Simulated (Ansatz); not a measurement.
# CH₅FSSiSn: small, medium and large basis sets

An exercise on one series of results from a longer session: the logs are not shown, and one member is left open.

Program: Ansatz 0.2.0, Gaussian basis. Level of theory: one geometry, several basis sets. These are calculated values, not measurements.

The runs, in order: PBE0-D4/def2-SVP; ωB97M-V/def2-SVP; PBE0-D4/def2-QZVPP; ωB97M-V/def2-QZVPP; the functionals' def2-TZVPP values are taken from earlier runs.

## The geometry

All runs share one geometry, relaxed beforehand with PBE0-D4 in a triple-zeta def2 set. Sn takes the def2 core potential; no spin-orbit term is included.

10 atoms, charge 0, spin multiplicity 1.

Atoms are counted from 1 here; the program's logs count them from 0.

Bond lengths: F1–Si2 1.604 Å, Si2–Sn3 2.542 Å, Si2–H6 1.482 Å, Si2–H7 1.482 Å, Sn3–C4 2.131 Å, Sn3–S5 2.405 Å, Sn3–H8 1.697 Å, C4–S5 1.821 Å, C4–H9 1.085 Å, C4–H10 1.086 Å. Angles: F1–Si2–Sn3 110.9°, F1–Si2–H6 107.7°, F1–Si2–H7 108.8°, Sn3–Si2–H6 111.2°, Sn3–Si2–H7 107.1°, H6–Si2–H7 111.2°, Si2–Sn3–C4 116.3°, Si2–Sn3–S5 105.0°, Si2–Sn3–H8 126.3°, C4–Sn3–S5 46.9°, C4–Sn3–H8 117.4°, S5–Sn3–H8 112.7°, Sn3–C4–S5 74.5°, Sn3–C4–H9 117.1°, Sn3–C4–H10 115.9°, S5–C4–H9 115.2°, S5–C4–H10 114.9°, H9–C4–H10 113.8° and more.

Set-up of the first run:

File in.yaml:

```yaml
crystal:
  periodic: [false, false, false]
  atoms:
    - {symbol: F, position_ang: [-2.273135, -0.773789, 1.970176]}
    - {symbol: Si, position_ang: [-1.346119, -1.246068, 0.749766]}
    - {symbol: Sn, position_ang: [0.739746, 0.198191, 0.585394]}
    - {symbol: C, position_ang: [0.899102, 1.430884, -1.145349]}
    - {symbol: S, position_ang: [1.589119, -0.182582, -1.632297]}
    - {symbol: H, position_ang: [-0.997073, -2.668972, 0.974293]}
    - {symbol: H, position_ang: [-2.097841, -1.073131, -0.515194]}
    - {symbol: H, position_ang: [1.971463, 0.319087, 1.746408]}
    - {symbol: H, position_ang: [-0.025025, 1.707320, -1.642995]}
    - {symbol: H, position_ang: [1.622963, 2.238061, -1.087203]}
basis:
  gaussian: {orbitals: def2-SVP}
hamiltonian: {xc: pbe0, dispersion: d4}
output: {orbitals: {seedname: orbitals}}
```

Steps of the session up to this table: PBE0-D4 in def2-SVP; ωB97M-V in def2-SVP; PBE0-D4 in def2-QZVPP; ωB97M-V in def2-QZVPP.

One table of the session follows, with a row left open; its other results are not shown here.

It belongs to the step «Density functionals: the series». 

```
functional       basis  HOMO (eV)  LUMO (eV)
   PBE0-D4    def2-SVP      -6.51      -1.50
   PBE0-D4  def2-TZVPP      -6.63      -1.66
   PBE0-D4  def2-QZVPP      -6.66      -1.71
   ωB97M-V    def2-SVP      -8.63       0.28
   ωB97M-V  def2-TZVPP          ?          ?
   ωB97M-V  def2-QZVPP      -8.81      -0.11
```

Estimate the missing values for ωB97M-V, def2-TZVPP.

**Answer.** HOMO (eV): -8.77; LUMO (eV): 0.01. In the column «HOMO (eV)» it lies between ωB97M-V, def2-QZVPP (-8.81) and ωB97M-V, def2-SVP (-8.63).
